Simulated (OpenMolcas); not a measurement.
# A OpenMolcas job on C2H10OSi2 (SMILES C[SiH2]O[SiH2]C)

Aim: the excited states of C2H10OSi2.

Program for the calculation: OpenMolcas 26.06.

### 1 Starting point

The species is C2H10OSi2 (15 atoms), meant as a singlet with charge 0. SMILES: `C[SiH2]O[SiH2]C`. The coordinates come from a PBE0-D4/def2-TZVP relaxation. This is one conformer, not always the lowest.

Bond lengths: C1–Si2 1.860 Å, Si2–O3 1.637 Å, O3–Si4 1.637 Å, Si4–C5 1.860 Å, C1–H6 1.093 Å, C1–H7 1.093 Å, C1–H8 1.094 Å, Si2–H9 1.491 Å, Si2–H10 1.486 Å, Si4–H11 1.486 Å, Si4–H12 1.491 Å, C5–H13 1.093 Å, C5–H14 1.093 Å, C5–H15 1.094 Å. Some angles: C1–Si2–O3 111.0°, Si2–O3–Si4 145.7°, O3–Si4–C5 111.0°, C1–Si2–H9 109.8°, C1–Si2–H10 110.6°, O3–Si2–H9 109.4°, O3–Si2–H10 107.4°, Si2–C1–H6 111.1°, Si2–C1–H7 110.9°, Si2–C1–H8 110.3°.

### 2 The job

step15.input

```
&gateway
 coord
 15
 angstrom
 C       -2.625720       0.310300      -0.248710
 Si      -1.173950      -0.669330      -0.875010
 O        0.204290       0.210220      -0.800740
 Si       1.347440       0.853310       0.178220
 C        2.479970      -0.466230       0.838180
 H       -2.484490       0.598240       0.795950
 H       -2.766780       1.219460      -0.837920
 H       -3.541630      -0.283550      -0.315050
 H       -1.013500      -1.909330      -0.062520
 H       -1.378520      -1.057260      -2.294720
 H        2.111540       1.845700      -0.621250
 H        0.686300       1.563810       1.310310
 H        1.926560      -1.199290       1.430200
 H        2.981860      -0.993370       0.023410
 H        3.246620      -0.022690       1.479650
 basis
 ANO-XS-VDZ
 group
 NoSym
 ricd

&seward
 relativistic
 R02E00

&rasscf
 fileorb
 $CurrDir/step2.RasOrb
 spin
 1
 nactel
 2 0 0
 inactive
 28
 ras2
 2
 ciroot
 3 3 1
 orblisting
 Nothing

&caspt2
 multistate
 all
 frozen
 58
```

The run is started by

```console
$ export MOLCAS_MEM=1860
$ pymolcas step15.input > step15.log
```

The log of the run:

```text
--- Start Module: gateway ---

                                              &GATEWAY

                       available to each process: 1.9 GB of memory, 1 thread

++    Symmetry information:
      ---------------------

                    Character Table for C1

                             E
                    a        1  x, y, xy, Rz, z, xz, Ry, yz, Rx, I
--

++    Basis set information:
      ----------------------

      Basis set label: C.ANO-XS...3S2P.

      Electronic valence basis set:
      ------------------
      Associated Effective Charge   6.000000 au
      Associated Actual Charge      6.000000 au
      Nuclear Model: Finite nucleus - Gaussian distribution
        Gaussian exponent, Xi/bohr**(-2):  6.80775E+08

      Shell  nPrim  nBasis  Cartesian Spherical Contaminant
         s       8       3        X
         p       4       2        X

      Basis set label: SI.ANO-XS...4S3P.

      Electronic valence basis set:
      ------------------
      Associated Effective Charge  14.000000 au
      Associated Actual Charge     14.000000 au
      Nuclear Model: Finite nucleus - Gaussian distribution
        Gaussian exponent, Xi/bohr**(-2):  4.34677E+08

      Shell  nPrim  nBasis  Cartesian Spherical Contaminant
         s      11       4        X
         p       7       3        X

[... 261 lines left out ...]
                                         RASSCF iterations: Energy and convergence statistics
[... 19 lines left out ...]
      printout of CI-coefficients larger than  0.05 for root  1
[... 6 lines left out ...]
      printout of CI-coefficients larger than  0.05 for root  2
[... 6 lines left out ...]
      printout of CI-coefficients larger than  0.05 for root  3
[... 6 lines left out ...]
      Natural orbitals and occupation numbers for root  1
[... 9 lines left out ...]
      *                                                    Final results                                                     *
[... 16 lines left out ...]
      Final state energy(ies):
[... 4 lines left out ...]
::    RASSCF root number  3 Total energy:   -734.73207221
[... 100 lines left out ...]
      Von Neumann Entropy (Root   2) =  1.00000
[... 129 lines left out ...]
      Dipole Moment (debye):
[... 53 lines left out ...]
      NBO located      0.999 non-bonded electrons on atom SI4
      NBO located      0.996 non-bonded electrons on atom SI4
      NBO located      0.996 non-bonded electrons on atom SI4
      NBO located      0.997 non-bonded electrons on atom SI4
      NBO located      1.005 non-bonded electrons on atom C5
      The remaining   16.546 electrons are to be considered as diffuse
--

--

      Average orbitals are written to the RASORB file
      Natural orbitals for root   1 are written to the RASORB.1 file
      Natural orbitals for root   2 are written to the RASORB.2 file
      Natural orbitals for root   3 are written to the RASORB.3 file
      Spin density orbitals for root   1 are written to the SPDORB.1 file
      Spin density orbitals for root   2 are written to the SPDORB.2 file
      Spin density orbitals for root   3 are written to the SPDORB.3 file

--- Stop Module: rasscf /rc=_RC_ALL_IS_WELL_ ---
           step15.RasOrb.2 step15.RasOrb.3 step15.rasscf.h5 step15.SpdOrb.1 step15.SpdOrb.2 step15.SpdOrb.3 xmldump
--- Module rasscf spent 3 seconds ---

--- Start Module: caspt2 ---

                                              &CASPT2

                       available to each process: 1.9 GB of memory, 1 thread

 ###############################################################################
 ###    WARNING: User changed nr of frozen orbitals.                         ###
 ###############################################################################
 ###    ERROR: Too many frozen orbitals!                                     ###
 ###############################################################################
--- Stop Module: caspt2 /rc=_RC_INPUT_ERROR_ ---

.####################.
.# User input error #.
.####################.

    Timing: Wall=5.35 User=4.58 System=0.66
```

It took 6 s on 1 thread of Arm Neoverse N1, shared host; peak memory 0.081 GiB.

### 3 Reading the log

The job stopped with an error part of the way.

The log says `ERROR: Too many frozen orbitals`. What is wrong: too many or the wrong orbitals are frozen. To mend it: frozen core orbitals default in place of 58.
